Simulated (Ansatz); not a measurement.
**In3GaP4: the band gap up the ladder of functionals**

The task here is to estimate one member of a computed series from the others.

Code: Ansatz 0.2.0. PAW datasets, plane waves. These are computed values for a spin-unpolarised cell that may be hypothetical; none is a measurement.

## The cell

The cell was relaxed beforehand with r2SCAN.

Space group Pmm2 (No. 25), orthorhombic; conventional cell a = 4.089 Å, b = 8.195 Å, c = 5.799 Å, 24.29 Å³ an atom. Near Ga stand 4 P at 2.37–2.42 Å; near P stand 2 Ga at 2.42 Å and 2 In at 2.55 Å; near In stand 4 P at 2.54–2.55 Å; near P stand 1 Ga at 2.37 Å and 3 In at 2.55–2.57 Å; near In stand 4 P at 2.54–2.57 Å.

The structure in full:

Space group Pmm2 (No. 25). a = 4.089 Å, b = 8.195 Å, c = 5.799 Å, α = 90.00°, β = 90.00°, γ = 90.00°
```tsv
atom	site	symmetry	x	y	z
Ga	1a	mm2	0.0000	0.0000	0.9970
P	1c	mm2	0.5000	0.0000	0.2202
In	2h	m..	0.5000	0.2406	0.4997
P	2g	m..	0.0000	0.2368	0.7610
In	1b	mm2	0.0000	0.5000	0.0011
P	1d	mm2	0.5000	0.5000	0.2603
```

Set-up of the first run:

Contents of input.yaml:

```yaml
crystal:
  lattice:
    - [4.0890314001, 0.0, 0.0]
    - [0.0, 8.1951560857, 0.0]
    - [0.0, 0.0, 5.7988434845]
  atoms:
    - { symbol: Ga, position: [0.0, 0.0, -0.0029833126] }
    - { symbol: P, position: [0.5, 0.0, 0.2202250245] }
    - { symbol: In, position: [0.5, 0.2405618713, 0.4996701157] }
    - { symbol: P, position: [0.0, 0.2367587638, 0.761019157] }
    - { symbol: In, position: [0.0, 0.5, 0.0011252766] }
    - { symbol: P, position: [0.5, 0.5, 0.260254466] }
    - { symbol: In, position: [0.5, 0.7594381287, 0.4996701157] }
    - { symbol: P, position: [0.0, 0.7632412362, 0.761019157] }
kpoints:
  mp_grid: { grid: [6, 4, 4] }
  band_path:
    path:
      - [[0.0, 0.0, 0.0], [0.5, 0.0, 0.0], [0.5, 0.5, 0.0], [0.0, 0.5, 0.0], [0.0, 0.0, 0.0], [0.0, 0.0, 0.5], [0.5, 0.0, 0.5], [0.5, 0.5, 0.5], [0.0, 0.5, 0.5], [0.0, 0.0, 0.5]]
      - [[0.5, 0.0, 0.0], [0.5, 0.0, 0.5]]
      - [[0.0, 0.5, 0.0], [0.0, 0.5, 0.5]]
      - [[0.5, 0.5, 0.0], [0.5, 0.5, 0.5]]
    npoints: 10
hamiltonian:
  xc: pbe
scf:
  occupations: { method: fermi_dirac, width: 0.02 }
  n_extra_bands: 6
output:
  forces: true
  stress: true
  eigenvalues: true
```

Command:

```sh
$ ansatz run input.yaml --threads 4 --pin off --max-ram 6451MiB --backend cpu --events-out ev --progress --plain --runs-dir out
```

Steps of the session up to this table: Band structure with PBE; r2SCAN at the same geometry; Single point with HSE06; PBE+SOC; Single point with PBE0.

One of the session's tables, all rows but one given; the rest of the session is left out.

```
  level  gap (eV)
    PBE      0.74
 r2SCAN      1.18
  HSE06      1.56
PBE+SOC      0.72
   PBE0         ?
```

Estimate the missing values for PBE0.

As computed: gap (eV): 2.19. In the column «gap (eV)» it is the highest.

Meshes: PBE 6×4×4, r2SCAN 6×4×4, HSE06 4×2×4, PBE+SOC 6×4×4, PBE0 4×2×4

What this shows: PBE+SOC gives the least gap, 0.72 eV, and PBE0 the largest, 2.19 eV. Against HSE06, PBE is short by 0.82 eV, at 47 % of it, and r2SCAN 76 %. PBE0 lies 0.63 eV above HSE06, which differs from it by screening the long-range exchange.

Caveats from the session: Warnings in the runs' records: stress scf threshold loose, stress exchange threshold loose.
